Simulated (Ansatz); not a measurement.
# H5NOSiSn: basis-set convergence

An exercise on one series of results from a longer session: the logs are not shown, and one member is left open.

Computed with Ansatz 0.2.0, Gaussian basis. Level: one geometry, several basis sets.

The runs, in order: PBE0-D4/def2-SVP; ωB97M-V/def2-SVP; PBE0-D4/def2-QZVPP; ωB97M-V/def2-QZVPP; the functionals' def2-TZVPP values are taken from earlier runs.

### The relaxed structure

The geometry comes from an earlier relaxation with PBE0-D4 in a triple-zeta def2 set; it is a stationary point, not always the lowest conformer. Sn takes the def2 core potential; no spin-orbit term is included.

SMILES `[OH][SnH]1[NH][SiH2]1`, 9 atoms, charge 0, spin multiplicity 1.

Atoms are counted from 1 here; the program's logs count them from 0.

Bond lengths: O1–Sn2 1.970 Å, O1–H5 0.960 Å, Sn2–N3 2.092 Å, Sn2–Si4 2.478 Å, Sn2–H6 1.701 Å, N3–Si4 1.694 Å, N3–H7 1.007 Å, Si4–H8 1.491 Å, Si4–H9 1.491 Å. Angles: Sn2–O1–H5 112.5°, O1–Sn2–N3 110.3°, O1–Sn2–Si4 123.3°, O1–Sn2–H6 100.6°, N3–Sn2–Si4 42.5°, N3–Sn2–H6 113.9°, Si4–Sn2–H6 134.3°, Sn2–N3–Si4 81.0°, Sn2–N3–H7 143.6°, Si4–N3–H7 135.2°, Sn2–Si4–N3 56.5°, Sn2–Si4–H8 120.8°, Sn2–Si4–H9 122.8°, N3–Si4–H8 120.4°, N3–Si4–H9 120.9°, H8–Si4–H9 107.8°.

Set-up of the first run:

Contents of in.yaml:

```yaml
crystal:
  periodic: [false, false, false]
  atoms:
    - {symbol: O, position_ang: [-1.903928, 1.559222, 0.481388]}
    - {symbol: Sn, position_ang: [-0.360933, 0.941784, -0.576413]}
    - {symbol: N, position_ang: [0.987707, -0.095543, 0.641582]}
    - {symbol: Si, position_ang: [0.566734, -1.349933, -0.416031]}
    - {symbol: H, position_ang: [-2.347430, 0.840975, 0.939022]}
    - {symbol: H, position_ang: [0.234451, 2.425874, -1.156815]}
    - {symbol: H, position_ang: [1.635409, 0.008282, 1.405683]}
    - {symbol: H, position_ang: [-0.277486, -2.484104, 0.056741]}
    - {symbol: H, position_ang: [1.553877, -1.892858, -1.392257]}
basis:
  gaussian: {orbitals: def2-SVP}
hamiltonian: {xc: pbe0, dispersion: d4}
output: {orbitals: {seedname: orbitals}}
```

On the command line:

```
$ ansatz run in.yaml --threads 4 --pin off --events-out ev --progress --plain --max-ram 10444MiB
```

Among the steps run: PBE0-D4 in def2-SVP; ωB97M-V in def2-SVP; PBE0-D4 in def2-QZVPP; ωB97M-V in def2-QZVPP.

One table of the session follows, with a row left open; its other results are not shown here.

It belongs to the step «Functionals by basis». 

```
functional       basis  HOMO (eV)  LUMO (eV)
   PBE0-D4    def2-SVP          ?          ?
   PBE0-D4  def2-TZVPP      -6.91      -1.53
   PBE0-D4  def2-QZVPP      -6.94      -1.58
   ωB97M-V    def2-SVP      -8.75       0.47
   ωB97M-V  def2-TZVPP      -8.90       0.22
   ωB97M-V  def2-QZVPP      -8.94       0.09
```

Estimate the missing values for PBE0-D4, def2-SVP.

**Answer.** HOMO (eV): -6.80; LUMO (eV): -1.39. In the column «HOMO (eV)» it is the highest.
